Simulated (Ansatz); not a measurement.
# C₂H₄BI: up Jacob's ladder to CCSD(T)

How much do the methods differ for C₂H₄BI? The plan is to run it at one geometry with functionals of several rungs and with coupled cluster, and see how far each lands from CCSD(T) at the basis-set limit for the atomisation energy.

Program: Ansatz 0.2.0, Gaussian basis. Level of theory: functionals in def2-TZVPP, the program's frozen cores in correlated methods. These are calculated values, not measurements.

Plan: LDA (SPW92), PBE-D4, revPBE-D4, BLYP-D4, r2SCAN-D4, B97M-V, PBE0-D4, B3LYP-D4, r2SCANh-D4, r2SCAN0-D4, HSE06-D4, BHLYP-D4, CAM-B3LYP-D4, LC-ωPBE, ωB97X-V, ωB97M-V, B2PLYP, PBE-QIDH; CCSD(T)/def2-SVP; CCSD(T)/def2-TZVPP; MP2/def2-QZVPP; extrapolation to the limit; RPA on PBE.

## Step 1: The geometry

The geometry comes from an earlier relaxation with PBE0-D4 in a triple-zeta def2 set; it is a stationary point, not always the lowest conformer. I takes the def2 core potential; no spin-orbit term is included.

SMILES `C=CBI`, 8 atoms, charge 0, spin multiplicity 1.

Atoms are counted from 1 here; the program's logs count them from 0.

Bond lengths: C1–C2 1.339 Å, C1–H5 1.086 Å, C1–H6 1.086 Å, C2–B3 1.526 Å, C2–H7 1.087 Å, B3–I4 2.121 Å, B3–H8 1.191 Å. Angles: C2–C1–H5 120.9°, C2–C1–H6 122.6°, H5–C1–H6 116.5°, C1–C2–B3 119.6°, C1–C2–H7 118.8°, B3–C2–H7 121.6°, C2–B3–I4 121.0°, C2–B3–H8 122.7°, I4–B3–H8 116.3°.

## Step 2: LDA

This LDA is Slater exchange with PW92 correlation.

Contents of in.yaml:

```yaml
crystal:
  periodic: [false, false, false]
  atoms:
    - {symbol: C, position_ang: [0.833982, 1.025900, 0.234223]}
    - {symbol: C, position_ang: [-0.276385, 0.401761, -0.177967]}
    - {symbol: B, position_ang: [-0.379662, -1.115889, -0.052596]}
    - {symbol: I, position_ang: [-2.117978, -2.150255, -0.690288]}
    - {symbol: H, position_ang: [1.663842, 0.467484, 0.657163]}
    - {symbol: H, position_ang: [0.958828, 2.103133, 0.167696]}
    - {symbol: H, position_ang: [-1.085645, 0.995547, -0.595835]}
    - {symbol: H, position_ang: [0.495218, -1.784882, 0.401706]}
basis:
  gaussian: {orbitals: def2-TZVPP}
hamiltonian: {xc: lda}
output: {orbitals: {seedname: orbitals}}
```

The run is started by

```sh
$ ansatz run in.yaml --threads 2 --pin off --events-out ev --progress --plain --max-ram 4352MiB
```

After this run come: PBE-D4 (GGA); revPBE-D4 (GGA); BLYP-D4 (GGA); r2SCAN-D4 (meta-GGA); B97M-V (meta-GGA); PBE0-D4 (hybrid); B3LYP-D4 (hybrid); r2SCANh-D4 (hybrid); r2SCAN0-D4 (hybrid); HSE06-D4 (hybrid); BHLYP-D4 (hybrid); CAM-B3LYP-D4 (range-separated); LC-ωPBE (range-separated); ωB97X-V (range-separated); ωB97M-V (range-separated); B2PLYP (double hybrid); PBE-QIDH (double hybrid); CCSD(T) in def2-SVP; CCSD(T) in def2-TZVPP; MP2 in def2-QZVPP; RPA on PBE orbitals.

**Question.** What will the summary of the whole plan be? Wanted: atomisation energy, CCSD(T)/CBS; farthest beyond LDA; mean size of error, GGA; mean size of error, meta-GGA; mean size of error, hybrid; mean size of error, range-separated; mean size of error, double hybrid; gap, smallest and largest; T1 diagnostic.

The runs gave:

```
                               quantity                                                                                                                               value
        atomisation energy, CCSD(T)/CBS                                                                                                                       3029.0 kJ/mol
 functionals within 30.3 kJ/mol (1.0 %)  revPBE-D4, BLYP-D4, r2SCAN-D4, B97M-V, B3LYP-D4, r2SCANh-D4, r2SCAN0-D4, CAM-B3LYP-D4, LC-ωPBE, ωB97X-V, ωB97M-V, B2PLYP, PBE-QIDH
                    farthest beyond LDA                                                                                                               PBE-D4 (+83.8 kJ/mol)
                mean size of error, GGA                                                                                                                         32.3 kJ/mol
           mean size of error, meta-GGA                                                                                                                         20.9 kJ/mol
             mean size of error, hybrid                                                                                                                         28.9 kJ/mol
    mean size of error, range-separated                                                                                                                          8.2 kJ/mol
      mean size of error, double hybrid                                                                                                                         14.0 kJ/mol
              gap, smallest and largest                                                                                            2.93 eV (LDA (SPW92)), 9.77 eV (LC-ωPBE)
                          T1 diagnostic                                                                                                                              0.0118
triples share of the correlation energy                                                                                                                               3.3 %
```

The LDA atomisation energy is off by 424.0 kJ/mol (14 %): it overbinds. PBE-D4 is off by +83.8 kJ/mol. Double hybrids carry the basis error of their MP2 part in triple zeta, and no dispersion term here, so their miss is partly the set-up's. The rungs range-separated, double hybrid, meta-GGA, hybrid miss on average by less than the doubt on the reference (30.3 kJ/mol), so they tie. Misses under about 30.3 kJ/mol are within the doubt on the reference itself, which lacks core-valence correlation, spin-orbit coupling and higher excitations, and its outer-core shells are covered unevenly. All levels share the lack of spin-orbit coupling, which lowers the free heavy atoms and so the true binding. Hartree-Fock recovers 76 % of the binding; the rest is correlation. CCSD(T) in def2-SVP is off by -124.6 kJ/mol, so the small basis spoils what the method gains. The gap grows from 2.9 to 9.8 eV across the functionals, mostly with the share of exact exchange. Correlated methods include outer-core shells of I, which these sets cover unevenly.
